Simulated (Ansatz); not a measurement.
# Cu2Te: the cost of one run

All numbers are computed with Ansatz 0.2.0 through its Python package. Level of theory: DFT PBEsol, plane waves, PAW.

## (1) Starting point

It takes space group P6/mmm (No. 191, hexagonal). The conventional cell has a = 4.304 Å, b = 4.304 Å, c = 8.523 Å, α = 90.00°, β = 90.00°, γ = 120.00°. Cu (site symmetry 3m) has 4 Cu at 2.48 to 2.59 Å and 3 Te at 2.67 Å in its first shell of neighbours. Te (site symmetry 6mm) is surrounded by 6 Cu at 2.67 Å.

No structure file is read: the coordinates are typed or built in the script.

## (2) The code

Input file bands_cu2te.py:

```python
import ansatz as az
from ase.data import atomic_numbers
import matplotlib.pyplot as plt
import numpy as np
import spglib

params = {
    'functional': 'pbesol',
    'k_length': 25,
    'sigma': 0.15,
    'extra_bands': 10,
}

vectors = np.array([
    [4.30401423, 0.0, 0.0],
    [-2.15200712, 3.72738566, 0.0],
    [0.0, 0.0, 8.523477],
])
cell = (
    az.Lattice.of(vectors)
    .atom('Cu', (2 / 3, 1 / 3, 0.151954))
    .atom('Cu', (1 / 3, 2 / 3, 0.151954))
    .atom('Cu', (1 / 3, 2 / 3, 0.848046))
    .atom('Cu', (2 / 3, 1 / 3, 0.848046))
    .atom('Te', (0.0, 0.0, 0.266188))
    .atom('Te', (0.0, 0.0, 0.733812))
)

path = [
    ('G', (0.0, 0.0, 0.0)),
    ('M', (0.5, 0.0, 0.0)),
    ('K', (0.33333, 0.33333, 0.0)),
    ('G', (0.0, 0.0, 0.0)),
    ('A', (0.0, 0.0, 0.5)),
    ('L', (0.5, 0.0, 0.5)),
]
calc = (
    cell.calculation()
    .functional(params['functional'])
    .pseudopotentials('paw')
    .basis(31 * az.Ry)
    .kpoints(length=params['k_length'])
    .occupations(az.OccupationsMethod.FERMI_DIRAC, width=params['sigma'])
    .band_structure([point for _, point in path], intervals=10)
    .scf(extra_bands=params['extra_bands'])
)
result = calc.run(threads=1)
report = result.report

n_atoms = len(report['lattice']['sites'])
print('F =', round(report['free_energy_ev'], 4), 'eV for', n_atoms, 'atoms')
print('E(sigma -> 0) =', round(report['energy_sigma0_ev'], 4), 'eV, TS =', round(report['entropy_ts_ev'], 5), 'eV')
print('closed by', report['closed_by'], 'after', report['n_iterations'], 'iterations')

spg_cell = (result.lattice.cell_ang, [s.position_frac for s in result.lattice.sites], [atomic_numbers[s.symbol] for s in result.lattice.sites])
found = spglib.get_symmetry_dataset(spg_cell, symprec=1e-3)
print(found.international, found.number, 'point group', found.pointgroup)
for site, letter, group in zip(result.lattice.sites, found.wyckoffs, found.site_symmetry_symbols):
    print(f'  {site.symbol:2s} Wyckoff {letter}  site symmetry {group}')

bands = result.band_structure()
fermi = bands.fermi_energy_ev
print(f'zero of the bands: {fermi:.3f} eV, the Fermi level found on the SCF mesh')
reciprocal = 2 * np.pi * np.linalg.inv(result.lattice.cell_ang).T
steps = np.linalg.norm(np.diff(bands.kpoints_frac @ reciprocal, axis=0), axis=1)
distance = np.concatenate([[0], np.cumsum(steps)])
fig, ax = plt.subplots(figsize=(5, 4))
for channel, colour in zip(bands.channels, ('C0', 'C3')):
    ax.plot(distance, channel.eigenvalues_ev - fermi, colour, lw=1)
ax.set_xticks(distance[::10], [label for label, _ in path])
ax.set(ylim=(-6, 6), ylabel='E - E_F (eV)', xlim=(0, distance[-1]))
ax.grid(axis='x')
fig.savefig('bands.png', dpi=100)
first = bands.channels[0].eigenvalues_ev - fermi
near = np.argsort(np.abs(first.mean(axis=0)))[:4]
for band in sorted(near):
    print(f'band {band + 1}: {first[:, band].min():.3f} to {first[:, band].max():.3f} eV')
```

## (3) The run

Command:

```console
> python bands_cu2te.py
```

What time and memory should one allow on 1 thread of AMD EPYC 9R45 (Zen 5), shared host?

About 6.1 s, with a peak of 0.61 GiB.
